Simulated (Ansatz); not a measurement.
This script makes a ranking of structure types by relaxed energy of ZnPt on several prototypes with Ansatz 0.2.0, Python API.

`run_prototypes.py`:
```python
'''Structural preference of ZnPt among simple prototypes.'''

import ansatz
import numpy as np
import spglib

N_EMPTY = 4
ECUT = 500
XC = 'r2scan'
KSPACING = 0.26
SMEARING = 'cold'
WIDTH_EV = 0.05


def cuau(first, second, a):
    return (
        ansatz.Lattice.from_parameters(a, a, 1.35 * a, alpha=90, beta=90, gamma=90)
        .space_group(123)
        .atom(first, (0, 0, 0))
        .atom(second, (0.5, 0.5, 0.5))
    )


def rocksalt(A, B, a):
    return ansatz.Crystal.rocksalt(A, B, a=a)


def wurtzite(a_site, b_site, a):
    return (
        ansatz.Lattice.from_parameters(a, a, 1.633 * a, alpha=90, beta=90, gamma=120)
        .space_group(186)
        .atom(a_site, (1 / 3, 2 / 3, 0))
        .atom(b_site, (1 / 3, 2 / 3, 0.375))
    )


def run_phase(name, crystal):
    calc = (
        crystal.calculation()
        .scf(extra_bands=N_EMPTY, lower_state_search='light')
        .accuracy('medium')
        .basis(ECUT)
        .mixing('msr1', preconditioner='kerker')
        .functional(XC)
        .kpoints(spacing=KSPACING)
        .occupations(SMEARING, width=WIDTH_EV)
        .stress()
        .band_table()
    )
    calc = calc.relax(force_tolerance=0.03, max_steps=40, cell=True)
    return calc.run()


def space_group(outcome):
    sites = outcome.report['lattice']['sites']
    kinds = sorted({site['symbol'] for site in sites})
    cell = (outcome.lattice.cell_ang, [site['position_frac'] for site in sites], [kinds.index(site['symbol']) for site in sites])
    return spglib.get_spacegroup(cell, symprec=0.01)


def pressure_gpa(outcome):
    return float(np.trace(outcome.report['stress_gpa']) / 3)


def volume_per_atom(outcome):
    return abs(np.linalg.det(outcome.lattice.cell_ang)) / len(outcome.lattice.sites)

# starting lattice constants are rough guesses; the relaxation finds the rest
phases = {}
phases['CuAu'] = cuau('Zn', 'Pt', 2.77)
phases['rocksalt'] = rocksalt('Zn', 'Pt', 4.87)
phases['wurtzite'] = wurtzite('Zn', 'Pt', 3.68)

done = {}
for name, crystal in phases.items():
    done[name] = run_phase(name, crystal)
    print(f'{name}: {done[name].report["energy_sigma0_ev"]:.4f} eV, {len(done[name].lattice.sites)} atoms')

energy = {name: o.report['energy_sigma0_ev'] / len(o.lattice.sites) for name, o in done.items()}
lowest = min(energy.values())
rows = [(name, len(o.lattice.sites), 1000 * (energy[name] - lowest), space_group(o), pressure_gpa(o), volume_per_atom(o)) for name, o in done.items()]
rows.sort(key=lambda row: row[2])
print('| phase | atoms | dE (meV/atom) | space group | P (GPa) | V (A^3/atom) |')
print('| --- | --- | --- | --- | --- | --- |')
for row in rows:
    print(f'| {row[0]} | {row[1]:d} | {row[2]:.1f} | {row[3]} | {row[4]:.2f} | {row[5]:.3f} |')
print('lowest in energy:', rows[0][0])
```

Which of these structures comes out lowest, and how far apart are they?

By space group at the end of each run: P4/mmm (+0 meV an atom, 14.2 Å³), Fm-3m (+462 meV an atom, 16.1 Å³) and P6_3/mmc (+680 meV an atom, 19.6 Å³).

What the script printed:

```console
$ python run_prototypes.py
CuAu: -15863.7162 eV, 2 atoms
rocksalt: -15862.7926 eV, 2 atoms
RunWarning: on these k-points the computed levels leave a gap of 0.1026 eV at the electron count, 2.1 widths of the cold smearing (0.0500 eV); against the step filling of these same bands (every level under the gap full, every level over it empty) smearing [...]
wurtzite: -31724.7117 eV, 4 atoms
| phase | atoms | dE (meV/atom) | space group | P (GPa) | V (A^3/atom) |
| --- | --- | --- | --- | --- | --- |
| CuAu | 2 | 0.0 | P4/mmm (123) | -0.01 | 14.164 |
| rocksalt | 2 | 461.8 | Fm-3m (225) | 0.00 | 16.055 |
| wurtzite | 4 | 680.2 | P6_3/mmc (194) | 0.02 | 19.575 |
lowest in energy: CuAu
```
(Warnings from the package without file and line, shortened.)

What to keep in mind:
- These settings explore the input space; cutoff and mesh may be short of convergence.
- Spin is left out of this run.
- For the metals among these phases the mesh is modest: differences between phases can be off by up to 40 meV an atom.
- Pressure is positive in compression.
- Spin-orbit coupling, which matters for elements this heavy, is left out.
- The cells are built on prototypes, so most aren't the phase found in nature. Rows bear the name of their start, and a relaxation keeps or raises the symmetry. Differences under about 40 meV an atom lie within the error of mesh and functional.
- The whole script took 2.9 min on 1 thread of Intel(R) Xeon(R) 6975P-C (Granite Rapids), with other jobs on the host, peak memory 0.66 GiB.

(Lines on the test bed's own set-up are left out of the output.)
